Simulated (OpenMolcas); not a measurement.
# Ir⁵⁺ among point charges: CASSCF and CASPT2 levels and susceptibility

How does a field of 6 point charges split the states of Ir⁵⁺, and what χT follows?

Program: OpenMolcas 26.06. Level of theory: state-averaged CASSCF and CASPT2, spin-orbit coupling by RASSI with atomic mean-field integrals. These are calculated values, not measurements, unless marked.

### 1 The atom as given

| Property | Result |
| --- | --- |
| Species | Ir⁵⁺ (iridium, Z = 77, 72 electrons) |
| Basis | ANO-RCC-VDZP [7s6p4d2f], 59 functions |
| Scalar Hamiltonian | DKH2, point nucleus |
| Inactive shells | 1s 2s 2p 3s 3p 3d 4s 4p 4d 4f 5s 5p |
| Active space | 4 electrons in 5 orbitals (5d) |
| Some configurations of this space | 5d4 |
| Orbitals | optimised for each spin and parity, averaged over all roots |

Outer shells as boxes (Hund's rule):

5d4
```
5d [↑ ][↑ ][↑ ][↑ ][  ]
```

The ion sits among 6 point charges of -1.5 e arranged as an octahedron (Oh), 2.03 Å from the ion.

Each step is its own input file, run in one work folder so that later steps find the files of earlier ones. Labels, J, g values, rates, χT and fits are worked out afterwards by a script from the matrices that RASSI stores. The input lists half of the charges; inversion (Group=XYZ) makes the rest.

### 2 Basis and integrals

Contents of a.inp:

```
&GATEWAY
Coord
1

Ir 0.0 0.0 0.0
Basis=ANO-RCC-VDZP
Group=XYZ
NoMove
AngMom=0.0 0.0 0.0
AMFI
XField
3 Angstrom 0
2.030000 0.000000 0.000000 -1.500000
0.000000 2.030000 0.000000 -1.500000
0.000000 0.000000 2.030000 -1.500000
&SEWARD
```

### 3 CASSCF: quintets of even parity, 5 roots

Contents of a.inp:

```
&RASSCF
FileOrb=start.orb
Symmetry=1
Spin=5
nActEl=4 0 0
Inactive=15 19
Ras2=5 0
CIRoot=5 5 1
SDav=5
CIMx=300
Iter=120 100
PrWF=0.3
OrbListing=Nothing
MaxOrb=0
>>> COPY $Project.JobIph JOB001
```

start.orb holds the contracted functions of the basis, ordered by shell, or the orbitals of the step before.

### 4 Reference wave functions, triplets of even parity, 45 roots

Contents of a.inp:

```
&RASSCF
FileOrb=start.orb
Symmetry=1
Spin=3
nActEl=4 0 0
Inactive=15 19
Ras2=5 0
CIRoot=45 45 1
SDav=45
CIMx=300
Iter=120 100
PrWF=0.3
OrbListing=Nothing
MaxOrb=0
>>> COPY $Project.JobIph JOB002
```

### 5 Reference wave functions, singlets of even parity, 50 roots

Contents of a.inp:

```
&RASSCF
FileOrb=start.orb
Symmetry=1
Spin=1
nActEl=4 0 0
Inactive=15 19
Ras2=5 0
CIRoot=50 50 1
SDav=50
CIMx=300
Iter=120 100
PrWF=0.3
OrbListing=Nothing
MaxOrb=0
>>> COPY $Project.JobIph JOB003
```

### 6 State interaction with spin-orbit coupling

Contents of a.inp:

```
&RASSI
NrOfJobIphs=3 5 45 50
1 2 3 4 5
1 2 3 4 5 6 7 8 9 10 11 12 13 14 15 16 17 18 19 20 21 22 23 24 25 26 27
28 29 30 31 32 33 34 35 36 37 38 39 40 41 42 43 44 45
1 2 3 4 5 6 7 8 9 10 11 12 13 14 15 16 17 18 19 20 21 22 23 24 25 26 27
28 29 30 31 32 33 34 35 36 37 38 39 40 41 42 43 44 45 46 47 48 49 50
IphNames
JOB001
JOB002
JOB003
EJob
SpinOrbit
DIPRint=1.0
SOCoupling=1000.0
Subsets=2
Property=9
'ANGMOM' 1 'ANGMOM' 2 'ANGMOM' 3 'MLTPL  1' 1 'MLTPL  1' 2 'MLTPL  1' 3
'AMFI' 1 'AMFI' 2 'AMFI' 3
SOProperty=3
'ANGMOM' 1 'ANGMOM' 2 'ANGMOM' 3
```

### 7 CASPT2: IPEA 0.25, imaginary shift 0.1 (closed shells correlated: 5s 5p)

Contents of a.inp:

```
>>> COPY JOB001 $Project.JobIph
&CASPT2
Multistate=5 1 2 3 4 5
NoMult
Frozen=14 16
IPEA=0.25
Imaginary=0.1
MaxIter=60
WThr=0.0 0.3 0.05
PrWF=0.5
NoMix
>>> COPY JOB002 $Project.JobIph
&CASPT2
Multistate=45 1 2 3 4 5 6 7 8 9 10 11 12 13 14 15 16 17 18 19 20 21 22
23 24 25 26 27 28 29 30 31 32 33 34 35 36 37 38 39 40 41 42 43 44 45
NoMult
Frozen=14 16
IPEA=0.25
Imaginary=0.1
MaxIter=60
WThr=0.0 0.3 0.05
PrWF=0.5
NoMix
>>> COPY JOB003 $Project.JobIph
&CASPT2
Multistate=50 1 2 3 4 5 6 7 8 9 10 11 12 13 14 15 16 17 18 19 20 21 22
23 24 25 26 27 28 29 30 31 32 33 34 35 36 37 38 39 40 41 42 43 44 45 46
47 48 49 50
NoMult
Frozen=14 16
IPEA=0.25
Imaginary=0.1
MaxIter=60
WThr=0.0 0.3 0.05
PrWF=0.5
NoMix
```

(Steps that only read results are left out.)

Before running it: what results should come out? Wanted: spin-free ground state; first state of the same spin within the active space; lowest level; next level.

The runs gave:

| quantity | value |
| --- | --- |
| method | SS-CASPT2, IPEA 0.25, imaginary shift 0.1 (closed shells correlated: 5s 5p) |
| spin-free ground state | 5E, 2-fold in its orbital part |
| first state of the same spin within the active space | 5T2 at 5750 cm⁻¹ |
| lowest level | 1-fold A1 |
| next level | 5863.1 cm⁻¹ |
| χT at 300 K | 0.05 cm³ K/mol |
| effective moment at 300 K | 0.62 μB |

Cost by method:

```csv
method,time of its own steps,time with the reference
A. CASSCF,20 s,20 s
"B. SS-CASPT2, IPEA 0.25, imaginary shift 0.1, +5s 5p",6.3 s,27 s
```

Times are of one thread on a shared host.

The spin-free ground state (5E) comes to 100 % from free-ion D terms and keeps the highest spin of the shell. χT at 300 K is 0.05, against 3.01 cm³ K/mol for the spin alone, so spin-orbit coupling lowers it. An active space of the d shell alone favours high spin; real ions in strong fields can be low spin. A ligand-field fit to the states below 45000 cm-1 gives 10Dq = 5862 cm-1, B = 776 cm-1 and C = 3750 cm-1 (C/B = 4.83), with a deviation of 393 cm-1. CASPT2 does not keep the components of a term degenerate, and the means are used. An orbital doublet at a regular site is open to a Jahn-Teller distortion, which this geometry leaves out. The field of point charges can differ much from that of real complexes. With metal d orbitals alone active, the gaps between spin states are rough; where two lie within a few thousand cm-1, their order is open. This is an electrostatic model: the charges have no orbitals.
